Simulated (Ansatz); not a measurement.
# CH7NOSi (SMILES CO[SiH2]N) at PBE0/cc-pVDZ

What is the energy change on altering one bond length of CH7NOSi at PBE0/cc-pVDZ? 

The results are computed with Ansatz 0.2.0.

123 further runs of the same task are left out: 123 set aside as unsound or not needed.

## 1. The molecule

CH7NOSi has 11 atoms, charge 0, and is taken as a singlet. As SMILES, `CO[SiH2]N`. The shape is that of a PBE0-D4/def2-TZVP optimisation. This is one conformer, not always the lowest.

Bond lengths: C1–O2 1.407 Å, O2–Si3 1.648 Å, Si3–N4 1.701 Å, C1–H5 1.097 Å, C1–H6 1.091 Å, C1–H7 1.097 Å, Si3–H8 1.488 Å, Si3–H9 1.488 Å, N4–H10 1.007 Å, N4–H11 1.007 Å. Some angles: C1–O2–Si3 122.1°, O2–Si3–N4 112.5°, O2–C1–H5 111.7°, O2–C1–H6 108.5°, O2–C1–H7 111.7°, O2–Si3–H8 108.4°, O2–Si3–H9 108.6°, N4–Si3–H8 108.4°, N4–Si3–H9 108.2°, Si3–N4–H10 120.7°.

## 2. A single-point energy at PBE0/cc-pVDZ

molecule.yaml reads:

```yaml
basis:
  gaussian: {orbitals: cc-pVDZ}
crystal:
  periodic: [false, false, false]
  atoms:
    - {symbol: C, position_ang: [-0.655300, 1.711900, 0.500200]}
    - {symbol: O, position_ang: [-0.610600, 0.508700, -0.227100]}
    - {symbol: Si, position_ang: [0.533800, -0.642700, 0.054300]}
    - {symbol: "N", position_ang: [0.344700, -2.006900, -0.943700]}
    - {symbol: H, position_ang: [0.258400, 2.302900, 0.362300]}
    - {symbol: H, position_ang: [-1.501500, 2.301200, 0.142400]}
    - {symbol: H, position_ang: [-0.790700, 1.531800, 1.573800]}
    - {symbol: H, position_ang: [0.421900, -1.079900, 1.472300]}
    - {symbol: H, position_ang: [1.874600, -0.055000, -0.212100]}
    - {symbol: H, position_ang: [-0.403400, -2.661100, -0.783300]}
    - {symbol: H, position_ang: [0.593600, -1.968000, -1.918400]}
hamiltonian: {xc: pbe0}
accuracy: high
output: {orbitals: {seedname: orbitals}}
```

Command:

```
$ ansatz run molecule.yaml --threads 1 --pin off --max-ram 3480MiB --events-out events.jsonl --progress --plain --runs-dir runs
```

Output:

```text
Warning: RAYON_NUM_THREADS=1 ignored (pool sized by the plan → 1); use --threads N
Functional definition: PBE0
  name "PBE0"
  parameter a = 0.25
  parameter kappa = 0.804
  parameter beta = 0.06672455060314922
  exchange = (1 - a)*pbe_x(kappa = kappa, mu = beta*pi^2/3) + a*exact_x
  correlation = pbe_c(beta = beta)
2294 factors; integrals over basis functions are off by at most 6.4e-9 eV
mean field evaluation 1: about -12550.7885 eV, gradient 6.1e1 eV
mean field evaluation 2: about -12544.2718 eV, gradient 8.2e1 eV
mean field evaluation 4: about -12558.0937 eV, gradient 3.7e0 eV
mean field evaluation 8: about -12558.3627 eV, gradient 2.4e-1 eV
mean field evaluation 16: about -12558.3628 eV, gradient 6.4e-6 eV
mean field -12558.36280633 eV, -461.5113207685 hartree, gradient 3.1e-8 eV, S^2 0.000000; 0 other end points of the search recorded, 0 dependent functions left out
reference -12558.36280904 eV, -461.5113208680 hartree; 21, 21 occupied and 74, 74 virtual orbitals, 2294 factors
Total energy: -12558.36280904 eV, -461.5113208680 hartree
```

It took 9.3 s on 1 thread of Arm Neoverse V2, shared host; peak memory 0.34 GiB.

## 3. The distorted shape, same level

input.yaml reads:

```yaml
basis:
  gaussian:
    orbitals: cc-pVDZ
crystal:
  periodic: [false, false, false]
  atoms:
    - symbol: C
      position_ang: [-0.779751, 1.692450, 0.987555]
    - symbol: O
      position_ang: [-0.735051, 0.489250, 0.260255]
    - symbol: Si
      position_ang: [0.409349, -0.662150, 0.541655]
    - symbol: N
      position_ang: [0.220249, -2.026350, -0.456345]
    - symbol: H
      position_ang: [0.133949, 2.283450, 0.849655]
    - symbol: H
      position_ang: [-1.625951, 2.281750, 0.629755]
    - symbol: H
      position_ang: [-0.915151, 1.512350, 2.061155]
    - symbol: H
      position_ang: [0.297449, -1.099350, 1.959655]
    - symbol: H
      position_ang: [1.750149, -0.074450, 0.275255]
    - symbol: H
      position_ang: [-0.527851, -2.680550, -0.295945]
    - symbol: H
      position_ang: [0.593600, -1.968000, -1.918400]
hamiltonian:
  xc: {name: PBE0}
accuracy: high
output: {orbitals: {seedname: orbitals}}
```

Command:

```
$ ansatz run input.yaml --threads 1 --pin off --max-ram 3480MiB --events-out events.jsonl --progress --plain --runs-dir runs
```

Output, shortened:

```text
Warning: RAYON_NUM_THREADS=1 ignored (pool sized by the plan → 1); use --threads N
[... 7 set-up lines as earlier in the session ...]
2302 factors; integrals over basis functions are off by at most 6.2e-9 eV
mean field evaluation 1: about -12547.5253 eV, gradient 6.2e1 eV
mean field evaluation 2: about -12535.4927 eV, gradient 9.3e1 eV
mean field evaluation 4: about -12555.7424 eV, gradient 4.2e0 eV
mean field evaluation 8: about -12556.0083 eV, gradient 4.2e-1 eV
mean field evaluation 16: about -12556.0086 eV, gradient 2.3e-5 eV
mean field -12556.00861281 eV, -461.4248057526 hartree, gradient 2.1e-8 eV, S^2 0.000000; 0 other end points of the search recorded, 0 dependent functions left out
reference -12556.00861569 eV, -461.4248058582 hartree; 21, 21 occupied and 74, 74 virtual orbitals, 2302 factors
Total energy: -12556.00861569 eV, -461.4248058582 hartree
```

Wall time 9.6 s (1 thread of Arm Neoverse V2, shared host); peak memory 0.34 GiB.

## 4. Summary of results

Level: PBE0/cc-pVDZ.

```
                                                          quantity          value
                                         first shape: total energy  -461.51132 Eh
                                          first shape: HOMO energy       -7.52 eV
                                          first shape: LUMO energy        1.51 eV
                                        first shape: HOMO–LUMO gap        9.03 eV
                                     distorted shape: total energy  -461.42481 Eh
                                      distorted shape: HOMO energy       -7.35 eV
                                      distorted shape: LUMO energy       -1.20 eV
                                    distorted shape: HOMO–LUMO gap        6.15 eV
energy change with the N4–H11 bond stretched from 1.007 to 1.510 Å       2.354 eV
```

**Reading.** With the N4–H11 bond stretched from 1.007 to 1.510 Å the energy rises by 2.35 eV (227 kJ/mol). The first shape isn't relaxed at this level, so the change isn't measured from a minimum.
